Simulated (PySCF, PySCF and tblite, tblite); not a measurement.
# ethylboronic acid (C₂H₇BO₂): a path driven as rotation about a bond, and NMR exchange

How fast is rotation about a bond in ethylboronic acid (C₂H₇BO₂) (`CCB(O)O`), and when do the exchanging lines merge?

Programs: PySCF 2.14.0 with density-fitted response routines of our own, and tblite 0.8.0. All values are computed, except where a source is named. Atoms count from 0 throughout.

### Step 1. The molecule as given

12 atoms, charge 0, multiplicity 1; geometry from: force field or distance geometry start.

Bonds of the start (Å): B2–O3 1.45, B2–O4 1.46, C0–C1 1.51, C0–H5 1.12, C0–H6 1.10, C0–H7 1.11, C1–B2 1.61, C1–H8 1.10, C1–H9 1.13, O3–H10 0.99, O4–H11 1.00.

### Step 2. GFN2-xTB relaxation, start minimum

What the job is given:

```
{"job": {"xc": "GFN2-xTB", "basis": "xTB", "kind": "relax"}, "charge": 0, "multiplicity": 1}
C     -1.314600    -0.486100    -0.370500
C     -0.496100     0.186400     0.711800
B      1.059500     0.245700     0.318900
O      1.808200    -0.974500     0.098900
O      1.714800     1.541400     0.193300
H     -2.394900    -0.500500    -0.064300
H     -0.987900    -1.527300    -0.536200
H     -1.234100     0.087900    -1.318100
H     -0.863400     1.209200     0.894000
H     -0.594100    -0.394000     1.671000
H      1.710900    -1.177300    -0.861000
H      1.592700     1.788500    -0.763800
```

Launch:

```bash
OMP_NUM_THREADS=1 python ens_run.py task.json out
```

The driver reads the study from task.json and runs its stages one after another.

The program printed:

```text
step      E/eV     max force
  0    -469.23975    2.620
  1    -469.48322    1.492
  2    -469.56577    0.702
  3    -469.58390    0.576
  4    -469.60214    0.363
  5    -469.61240    0.352
  6    -469.64556    0.754
  7    -469.68088    0.983
  8    -469.73219    0.960
  9    -469.80573    0.832
 10    -469.89113    1.140
 11    -469.91129    1.976
 12    -469.93881    2.162
 13    -470.05183    1.192
 14    -470.12650    0.737
 15    -470.19778    0.788
 16    -470.25933    0.899
 17    -470.32757    0.765
 18    -470.39252    0.692
 19    -470.43834    0.437
 20    -470.45456    0.750
 21    -470.47625    0.451
 22    -470.50832    0.359
 23    -470.53185    0.428
 24    -470.54771    0.244
 25    -470.55406    0.245
 26    -470.55929    0.224
 27    -470.56454    0.240
 28    -470.56874    0.178
 29    -470.57115    0.108
 30    -470.57315    0.124
 31    -470.57580    0.189
 32    -470.57926    0.224
 33    -470.58294    0.171
 34    -470.58625    0.190
 35    -470.58952    0.167
 36    -470.59337    0.197
 37    -470.59737    0.194
 38    -470.60041    0.151
 39    -470.60233    0.104
 40    -470.60343    0.085
 41    -470.60420    0.064
 42    -470.60465    0.050
 43    -470.60493    0.046
 44    -470.60514    0.048
 45    -470.60534    0.034
 46    -470.60546    0.021
 47    -470.60552    0.020
 48    -470.60555    0.024
 49    -470.60562    0.027
 50    -470.60571    0.026
 51    -470.60584    0.022
 52    -470.60594    0.030
 53    -470.60601    0.028
 54    -470.60606    0.023
 55    -470.60612    0.017
 56    -470.60617    0.017
 57    -470.60621    0.018
 58    -470.60625    0.017
 59    -470.60631    0.022
 60    -470.60640    0.027
 61    -470.60649    0.024
 62    -470.60654    0.018
 63    -470.60658    0.017
 64    -470.60662    0.023
 65    -470.60669    0.028
 66    -470.60677    0.026
 67    -470.60683    0.020
 68    -470.60686    0.018
 69    -470.60688    0.015
 70    -470.60689    0.013
 71    -470.60691    0.011
 72    -470.60692    0.006
 73    -470.60693    0.004
 74    -470.60693    0.004
 75    -470.60693    0.004
 76    -470.60693    0.004
 77    -470.60694    0.003
 78    -470.60694    0.004
 79    -470.60694    0.004
 80    -470.60694    0.006
 81    -470.60695    0.009
 82    -470.60696    0.010
 83    -470.60697    0.011
 84    -470.60698    0.014
 85    -470.60699    0.013
 86    -470.60700    0.011
 87    -470.60701    0.011
 88    -470.60703    0.016
 89    -470.60706    0.023
 90    -470.60713    0.028
 91    -470.60722    0.029
 92    -470.60733    0.036
 93    -470.60749    0.038
 94    -470.60772    0.054
 95    -470.60801    0.078
 96    -470.60829    0.050
 97    -470.60767    0.235
 98    -470.60874    0.039
 99    -470.60895    0.032
100    -470.60840    0.235
101    -470.60947    0.020
102    -470.60968    0.018
103    -470.60853    0.249
104    -470.60989    0.019
105    -470.61001    0.022
106    -470.60985    0.158
107    -470.61024    0.031
108    -470.61034    0.035
109    -470.61046    0.122
110    -470.61068    0.041
111    -470.61082    0.030
112    -470.61113    0.043
113    -470.61124    0.023
114    -470.61136    0.031
115    -470.61153    0.020
116    -470.61152    0.069
117    -470.61169    0.025
118    -470.61173    0.017
119    -470.61176    0.027
120    -470.61179    0.021
121    -470.61185    0.016
122    -470.61189    0.014
123    -470.61191    0.015
124    -470.61193    0.012
125    -470.61195    0.009
126    -470.61195    0.006
127    -470.61195    0.006
128    -470.61196    0.006
129    -470.61196    0.006
130    -470.61196    0.005
131    -470.61196    0.005
132    -470.61197    0.004
133    -470.61197    0.005
134    -470.61197    0.003
135    -470.61197    0.003
136    -470.61197    0.002
```

Wall time 0.81 s (1 thread of Intel Xeon Platinum 8375C at 2.90GHz, shared host).

Relaxing gained 1.372 eV and moved the atoms by 0.61 Å on average (rms).

### Step 3. Relaxed scan, rotation

What the job is given:

```
{"job": {"xc": "GFN2-xTB", "basis": "xTB", "coordinate": [["t", [1, 2, 3, 10], 0.5], ["t", [4, 2, 3, 10], 0.5]], "kind": "drive"}, "charge": 0, "multiplicity": 1}
C     -1.514327    -0.640842    -0.219361
C     -0.584586     0.292755     0.555859
B      0.922206     0.316849     0.027166
O      1.381357    -0.719451    -0.714830
O      1.693330     1.381574     0.365907
H     -2.508942    -0.649547     0.222084
H     -1.118987    -1.652730    -0.213280
H     -1.598107    -0.318666    -1.254148
H     -0.992168     1.304611     0.545706
H     -0.573979    -0.014795     1.604390
H      2.293015    -0.680456    -1.007205
H      2.602385     1.380011     0.061683
```

The program printed:

```text
point  coordinate     E/eV
  0    -75.100     -470.58854
  1    -60.400     -470.52356
  2    -45.600     -470.43140
  3    -30.500     -470.33609
  4    -15.100     -470.26772
  5      0.400     -470.25413
  6     15.900     -470.30072
  7     31.200     -470.39491
  8     46.200     -470.50370
  9     61.100     -470.60278
 10     75.700     -470.67196
 11     90.300     -470.69698
```

It took 1.5 s on 1 thread of Intel Xeon Platinum 8375C at 2.90GHz, shared host.

The highest point is number 5, 7.7 kcal/mol above the first.

### Step 4. Nudged elastic band, leg 1

The job, as its differences from that of step 3:

```diff
@@ -1,2 +1,2 @@
-{"job": {"xc": "GFN2-xTB", "basis": "xTB", "coordinate": [["t", [1, 2, 3, 10], 0.5], ["t", [4, 2, 3, 10], 0.5]], "kind": "drive"}, "charge": 0, "multiplicity": 1}
+{"job": {"xc": "GFN2-xTB", "basis": "xTB", "kind": "neb"}, "charge": 0, "multiplicity": 1}
 C     -1.514327    -0.640842    -0.219361
```

The program printed:

```text
image   E - E0 / eV
  0       0.0000
  1       0.1365
  2       0.3607
  3       0.1706
  4      -0.0562
  5      -0.0891
  6      -0.0937
```

Run time: 1.6 s. Hardware: 1 thread of Intel Xeon Platinum 8375C at 2.90GHz, shared host.

The highest point is number 2, 8.3 kcal/mol above the first.

### Step 5. Saddle search, leg 1

What the job is given:

```
{"job": {"xc": "GFN2-xTB", "basis": "xTB", "kind": "saddle"}, "charge": 0, "multiplicity": 1}
C     -1.476135    -0.650212    -0.227150
C     -0.546223     0.285164     0.546917
B      0.944484     0.417979    -0.022205
O      1.451383    -0.430242    -0.984129
O      1.680085     1.448746     0.441166
H     -2.464166    -0.669712     0.228247
H     -1.083374    -1.664212    -0.239121
H     -1.576971    -0.318015    -1.257090
H     -0.998063     1.276221     0.600500
H     -0.475789    -0.064322     1.580581
H      1.986191    -1.174774    -0.735942
H      2.558579     1.543378     0.068225
```

The program printed:

```text
step      E/eV     max force
  0    -470.25127   0.0445
  1    -470.25282   0.1049
  2    -470.25216   0.0197
  3    -470.25291   0.0337
  4    -470.25367   0.0492
  5    -470.25457   0.0523
  6    -470.25566   0.0261
  7    -470.25691   0.0864
  8    -470.25628   0.0095
  9    -470.25711   0.0270
 10    -470.25662   0.0060
 11    -470.25710   0.0071
 12    -470.25759   0.0110
 13    -470.25808   0.0110
 14    -470.25877   0.0176
 15    -470.25945   0.0197
 16    -470.26012   0.0110
 17    -470.26097   0.0331
 18    -470.26049   0.0064
 19    -470.26097   0.0110
 20    -470.26144   0.0131
 21    -470.26188   0.0073
 22    -470.26243   0.0203
 23    -470.26292   0.0238
 24    -470.26332   0.0238
 25    -470.26364   0.0243
 26    -470.26387   0.0122
 27    -470.26397   0.0316
 28    -470.26395   0.0035
lowest wavenumbers (cm-1): -614.6 40.5 181.3 206.3 354.7 404.0
```

It took 4.3 s on 1 thread of Intel Xeon Platinum 8375C at 2.90GHz, shared host.

Point group C1; 1 imaginary mode, 615i cm⁻¹, carried by H10, O3. It was not shown to link both ends.

### Step 6. Saddle search, leg 1

What the job is given:

```
{"job": {"xc": "GFN2-xTB", "basis": "xTB", "kind": "saddle"}, "charge": 0, "multiplicity": 1}
C     -1.458065    -0.650748    -0.226938
C     -0.545888     0.288442     0.561526
B      0.941474     0.424223    -0.016485
O      1.447020    -0.414603    -0.990120
O      1.680257     1.455611     0.436703
H     -2.452291    -0.689405     0.213544
H     -1.050454    -1.658492    -0.239716
H     -1.545815    -0.311672    -1.255530
H     -0.999714     1.278970     0.608814
H     -0.484912    -0.061174     1.595657
H      1.912002    -1.205272    -0.744317
H      2.556387     1.544120     0.056862
```

The program printed:

```text
step      E/eV     max force
  0    -470.25413   0.1097
  1    -470.25305   0.0957
  2    -470.25404   0.1623
  3    -470.25580   0.0988
  4    -470.25577   0.2127
  5    -470.25684   0.0593
  6    -470.25811   0.0260
  7    -470.25940   0.0957
  8    -470.25878   0.0090
  9    -470.25962   0.0277
 10    -470.25913   0.0058
 11    -470.25961   0.0078
 12    -470.26009   0.0110
 13    -470.26055   0.0107
 14    -470.26116   0.0172
 15    -470.26173   0.0199
 16    -470.26227   0.0107
 17    -470.26288   0.0330
 18    -470.26255   0.0049
 19    -470.26289   0.0105
 20    -470.26319   0.0122
 21    -470.26346   0.0058
 22    -470.26373   0.0203
 23    -470.26358   0.0024
lowest wavenumbers (cm-1): -615.9 38.4 181.0 204.9 358.6 403.3
```

Wall time 2.6 s (1 thread of Intel Xeon Platinum 8375C at 2.90GHz, shared host).

Point group C1; 1 imaginary mode, 616i cm⁻¹, carried by H10, O3. Steps downhill from it reached both ends.

### Step 7. DFT refinement, start: PBE0-D3(BJ)/def2-SVP

What the job is given:

```
{"job": {"xc": "PBE0", "basis": "def2-SVP", "kind": "refine"}, "charge": 0, "multiplicity": 1}
C     -1.514327    -0.640842    -0.219361
C     -0.584586     0.292755     0.555859
B      0.922206     0.316849     0.027166
O      1.381357    -0.719451    -0.714830
O      1.693330     1.381574     0.365907
H     -2.508942    -0.649547     0.222084
H     -1.118987    -1.652730    -0.213280
H     -1.598107    -0.318666    -1.254148
H     -0.992168     1.304611     0.545706
H     -0.573979    -0.014795     1.604390
H      2.293015    -0.680456    -1.007205
H      2.602385     1.380011     0.061683
```

The program printed:

```text
step      E/eV     max force
  0     -6948.76665   0.9235
  1     -6948.80692   0.2049
  2     -6948.80723   0.0966
  3     -6948.80822   0.1535
  4     -6948.80780   0.2507
  5     -6948.80852   0.0683
  6     -6948.80882   0.0647
  7     -6948.80912   0.0212
  8     -6948.80922   0.0830
  9     -6948.80934   0.0364
 10     -6948.80946   0.0217
 11     -6948.80953   0.0761
 12     -6948.80962   0.0220
 13     -6948.80966   0.0144
```

It took 87 s on 1 thread of Intel Xeon Platinum 8375C at 2.90GHz, shared host; peak memory 0.53 GiB.

The energy fell by 0.043 eV, and the atoms moved 0.16 Å (root mean square).

**DFT refinement, saddle of leg 1: PBE0-D3(BJ)/def2-SVP**

What the job is given:

```
{"job": {"xc": "PBE0", "basis": "def2-SVP", "kind": "refine"}, "charge": 0, "multiplicity": 1}
C     -1.396672    -0.764939    -0.112265
C     -0.588680     0.389190     0.484101
B      0.931005     0.463518    -0.012892
O      1.325228    -0.028248    -1.241706
O      1.809972     1.120112     0.769207
H     -2.436064    -0.715467     0.205553
H     -0.988574    -1.722727     0.204425
H     -1.363784    -0.722234    -1.198061
H     -1.077031     1.328968     0.215560
H     -0.619081     0.336189     1.573148
H      1.706079    -0.895927    -1.304512
H      2.697602     1.211566     0.417442
```

The program printed:

```text
step      E/eV     max force
  0     -6948.47295   0.9511
  1     -6948.52028   0.3528
  2     -6948.52334   0.1521
  3     -6948.52365   0.1276
  4     -6948.52385   0.0862
  5     -6948.52391   0.0673
  6     -6948.52383   0.0906
  7     -6948.52387   0.0709
  8     -6948.52383   0.0704
  9     -6948.52396   0.0205
 10     -6948.52395   0.0273
 11     -6948.52398   0.0112
```

It took 75 s on 1 thread of Intel Xeon Platinum 8375C at 2.90GHz, shared host; peak memory 0.53 GiB.

The energy fell by 0.051 eV, and the atoms moved 0.11 Å (root mean square).

DFT refinement, end: PBE0-D3(BJ)/def2-SVP:

What the job is given:

```
{"job": {"xc": "PBE0", "basis": "def2-SVP", "kind": "refine"}, "charge": 0, "multiplicity": 1}
C     -1.322007    -0.763596    -0.177771
C     -0.523196     0.341632     0.516470
B      0.999537     0.479302     0.034793
O      1.570045    -0.311707    -0.914557
O      1.765446     1.435476     0.600761
H     -2.342469    -0.794994     0.198125
H     -0.869512    -1.738173     0.000829
H     -1.366463    -0.592051    -1.252501
H     -1.030272     1.296054     0.364035
H     -0.539785     0.168747     1.594047
H      1.000689    -0.978283    -1.295705
H      2.663031     1.461340     0.265936
```

The program printed:

```text
step      E/eV     max force
  0     -6948.91735   0.9247
  1     -6948.95840   0.2074
  2     -6948.95961   0.0182
  3     -6948.95963   0.0076
```

Run time: 19 s. Hardware: 1 thread of Intel Xeon Platinum 8375C at 2.90GHz, shared host; peak memory 0.53 GiB.

The energy fell by 0.042 eV, and the atoms moved 0.03 Å (root mean square).

### Step 8. Shieldings, start: PBE0/pcSseg-1

What the job is given:

```
{"job": {"kind": "nmr", "xc": "PBE0", "basis": "pcSseg-1", "pop": false}, "charge": 0, "multiplicity": 1}
C     -1.504151    -0.683093    -0.180175
C     -0.587731     0.319800     0.507530
B      0.909359     0.333516     0.019322
O      1.315292    -0.591957    -0.900857
O      1.747105     1.276834     0.549189
H     -2.528474    -0.651680     0.222523
H     -1.131514    -1.712124    -0.063779
H     -1.567401    -0.492179    -1.262484
H     -0.979502     1.348174     0.407468
H     -0.566819     0.145744     1.599557
H      2.240717    -0.538642    -1.156857
H      2.654317     1.244921     0.232537
```

The program printed:

```text
coarse grid: 9776 points
cycle   1  E = -255.3280814905  dE =  4.926e-01  |g| = 8.803e-01  |ddm| = 2.824e+00
cycle   2  E = -255.2254948652  dE =  1.026e-01  |g| = 1.174e+00  |ddm| = 1.330e+00
cycle   3  E = -255.4730012057  dE = -2.475e-01  |g| = 6.291e-02  |ddm| = 7.743e-01
cycle   4  E = -255.4736581551  dE = -6.569e-04  |g| = 2.878e-02  |ddm| = 6.057e-02
cycle   5  E = -255.4738497278  dE = -1.916e-04  |g| = 5.382e-03  |ddm| = 2.376e-02
cycle   6  E = -255.4738551437  dE = -5.416e-06  |g| = 1.761e-03  |ddm| = 4.092e-03
final grid: 93648 points
cycle   7  E = -255.5201279375  dE = -2.860e-05  |g| = 8.432e-03  |ddm| = 1.785e-02
cycle   8  E = -255.5201164912  dE =  1.145e-05  |g| = 1.151e-02  |ddm| = 1.251e-02
cycle   9  E = -255.5201426839  dE = -2.619e-05  |g| = 7.784e-04  |ddm| = 7.004e-03
cycle  10  E = -255.5201427968  dE = -1.129e-07  |g| = 2.121e-04  |ddm| = 5.992e-04
cycle  11  E = -255.5201428048  dE = -8.014e-09  |g| = 7.740e-05  |ddm| = 1.682e-04
cycle  12  E = -255.5201428058  dE = -9.898e-10  |g| = 1.895e-05  |ddm| = 5.321e-05
converged SCF energy = -255.5201428058

GIAO shielding tensors (ppm)
atom      isotropic    diamagn.    paramagn.     s11        s22        s33       span
  0 C      174.811     245.915     -71.103    167.967    172.344    184.124     16.157
  1 C      176.694     251.329     -74.635    167.061    175.166    187.855     20.794
  2 B       69.353     195.208    -125.855     47.588     69.590     90.881     43.293
  3 O      210.544     387.816    -177.271    123.329    253.114    255.190    131.861
  4 O      214.560     385.550    -170.990    127.287    250.156    266.236    138.949
  5 H       30.408      28.381       2.027     25.495     28.148     37.581     12.086
  6 H       30.276      29.714       0.562     25.995     28.680     36.154     10.158
  7 H       30.368      29.695       0.673     26.218     28.496     36.391     10.174
  8 H       30.512      30.751      -0.239     25.578     29.728     36.230     10.653
  9 H       30.536      30.659      -0.123     25.684     29.616     36.310     10.626
 10 H       28.496      31.150      -2.654     23.328     23.756     38.404     15.076
 11 H       28.513      30.645      -2.132     23.178     23.768     38.593     15.414
```

Wall time 6.9 s (1 thread of Intel Xeon Platinum 8375C at 2.90GHz, shared host); peak memory 0.56 GiB.

Key values: HOMO -8.68 eV, LUMO 0.64 eV; dipole 2.58 D.

### Step 9. Shieldings, saddle of leg 1: PBE0/pcSseg-1

What the job is given:

```
{"job": {"kind": "nmr", "xc": "PBE0", "basis": "pcSseg-1", "pop": false}, "charge": 0, "multiplicity": 1}
C     -1.374754    -0.786079    -0.080935
C     -0.590443     0.401037     0.467376
B      0.912349     0.477272     0.001515
O      1.291020     0.108947    -1.278928
O      1.834105     1.000804     0.854583
H     -2.441349    -0.742740     0.189150
H     -0.984602    -1.742388     0.305619
H     -1.310538    -0.828711    -1.179390
H     -1.051200     1.343351     0.110453
H     -0.645940     0.453604     1.566655
H      1.666322    -0.767517    -1.383906
H      2.695030     1.082420     0.427809
```

The program printed:

```text
coarse grid: 9776 points
cycle   1  E = -255.3171089847  dE =  4.892e-01  |g| = 8.868e-01  |ddm| = 2.818e+00
cycle   2  E = -255.2079189265  dE =  1.092e-01  |g| = 1.194e+00  |ddm| = 1.401e+00
cycle   3  E = -255.4623800577  dE = -2.545e-01  |g| = 7.517e-02  |ddm| = 8.531e-01
cycle   4  E = -255.4633667194  dE = -9.867e-04  |g| = 3.357e-02  |ddm| = 7.068e-02
cycle   5  E = -255.4636154730  dE = -2.488e-04  |g| = 7.581e-03  |ddm| = 2.538e-02
cycle   6  E = -255.4636240976  dE = -8.625e-06  |g| = 3.249e-03  |ddm| = 6.418e-03
cycle   7  E = -255.4636259464  dE = -1.849e-06  |g| = 4.408e-04  |ddm| = 2.079e-03
final grid: 93648 points
cycle   8  E = -255.5093842329  dE = -2.766e-05  |g| = 8.114e-03  |ddm| = 1.696e-02
cycle   9  E = -255.5093738096  dE =  1.042e-05  |g| = 1.091e-02  |ddm| = 1.247e-02
cycle  10  E = -255.5093983779  dE = -2.457e-05  |g| = 6.469e-04  |ddm| = 7.155e-03
cycle  11  E = -255.5093984529  dE = -7.498e-08  |g| = 1.814e-04  |ddm| = 5.109e-04
cycle  12  E = -255.5093984591  dE = -6.129e-09  |g| = 5.579e-05  |ddm| = 1.319e-04
cycle  13  E = -255.5093984595  dE = -4.799e-10  |g| = 2.205e-05  |ddm| = 4.855e-05
converged SCF energy = -255.5093984595

GIAO shielding tensors (ppm)
atom      isotropic    diamagn.    paramagn.     s11        s22        s33       span
  0 C      174.365     246.961     -72.596    166.164    171.610    185.320     19.155
  1 C      174.484     252.089     -77.605    169.148    170.631    183.674     14.526
  2 B       63.855     193.733    -129.878     35.920     68.391     87.253     51.333
  3 O      260.156     390.439    -130.283    190.411    273.274    316.783    126.372
  4 O      177.538     385.754    -208.216     55.627    235.058    241.930    186.303
  5 H       30.240      28.730       1.510     25.493     27.830     37.397     11.904
  6 H       30.705      30.363       0.342     26.658     28.527     36.931     10.273
  7 H       30.107      30.295      -0.187     25.729     29.153     35.441      9.712
  8 H       30.585      30.552       0.033     26.358     28.924     36.473     10.115
  9 H       30.400      31.242      -0.842     25.621     29.621     35.957     10.337
 10 H       29.842      31.948      -2.106     22.933     24.266     42.327     19.394
 11 H       27.164      29.792      -2.628     22.343     23.101     36.048     13.705
```

Wall time 7.2 s (1 thread of Intel Xeon Platinum 8375C at 2.90GHz, shared host); peak memory 0.56 GiB.

In short: HOMO -8.27 eV, LUMO 0.92 eV; dipole 1.91 D.

(Part 1 of 3 ends here.)
